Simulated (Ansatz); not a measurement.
# CH4BNO: the cost of one run

Program: Ansatz 0.2.0, Gaussian basis. Level of theory: unrestricted cation, the program's frozen cores in correlated methods. These are calculated values, not measurements.

The runs, in order: UKS PBE-D4/def2-TZVPP; UKS r2SCAN-D4/def2-TZVPP; UKS PBE0-D4/def2-TZVPP; UKS B3LYP-D4/def2-TZVPP; UKS wB97X-V/def2-TZVPP; UKS wB97M-V/def2-TZVPP; UKS B2PLYP/def2-TZVPP; UHF-CCSD(T)/def2-TZVPP; UHF-MP2/def2-QZVPP; extrapolation to the limit; then −ε(HOMO) from the neutral's earlier runs with LDA (SPW92), PBE-D4, revPBE-D4, BLYP-D4, r2SCAN-D4, B97M-V, PBE0-D4, B3LYP-D4, r2SCANh-D4, r2SCAN0-D4, HSE06-D4, BHLYP-D4, CAM-B3LYP-D4, LC-ωPBE, ωB97X-V, ωB97M-V.

## 1. Structure used throughout

All runs share one geometry, relaxed beforehand with PBE0-D4 in a triple-zeta def2 set.

8 atoms, charge 0, spin multiplicity 1.

Atoms are counted from 1 here; the program's logs count them from 0.

Bond lengths: B1–C2 1.557 Å, B1–N3 1.674 Å, B1–H5 1.199 Å, B1–H6 1.198 Å, C2–N3 1.265 Å, C2–O4 1.310 Å, N3–H7 1.011 Å, O4–H8 0.969 Å. Angles: C2–B1–N3 45.9°, C2–B1–H5 118.7°, C2–B1–H6 118.7°, N3–B1–H5 115.0°, N3–B1–H6 115.0°, H5–B1–H6 120.6°, B1–C2–N3 71.9°, B1–C2–O4 154.2°, N3–C2–O4 133.8°, B1–N3–C2 62.1°, B1–N3–H7 163.0°, C2–N3–H7 134.9°, C2–O4–H8 110.7°.

## 2. Cation, UKS PBE-D4/def2-TZVPP

in.yaml

```yaml
crystal:
  periodic: [false, false, false]
  atoms:
    - {symbol: B, position_ang: [-0.375313, 1.102030, -0.312180]}
    - {symbol: C, position_ang: [-0.280987, -0.405628, 0.065162]}
    - {symbol: N, position_ang: [0.891374, 0.069776, 0.052159]}
    - {symbol: O, position_ang: [-0.775837, -1.593434, 0.311645]}
    - {symbol: H, position_ang: [-0.467814, 1.401130, -1.469074]}
    - {symbol: H, position_ang: [-0.644866, 1.894540, 0.545519]}
    - {symbol: H, position_ang: [1.814916, -0.304735, 0.223936]}
    - {symbol: H, position_ang: [-0.069370, -2.220780, 0.527033]}
basis:
  gaussian: {orbitals: def2-TZVPP}
total_charge: 1
magnetization: {spin_polarized: true, initial_magnetization: 1}
hamiltonian: {xc: pbe, dispersion: d4}
```

Run with:

```
$ ansatz run in.yaml --threads 2 --pin off --events-out ev --progress --plain --max-ram 4352MiB
```

**Question.** How long does this run take on 2 threads of Intel Xeon Platinum 8259CL at 2.50GHz, shared host, and how much memory does it need?

About 7.5 s, with a peak of 0.27 GiB.
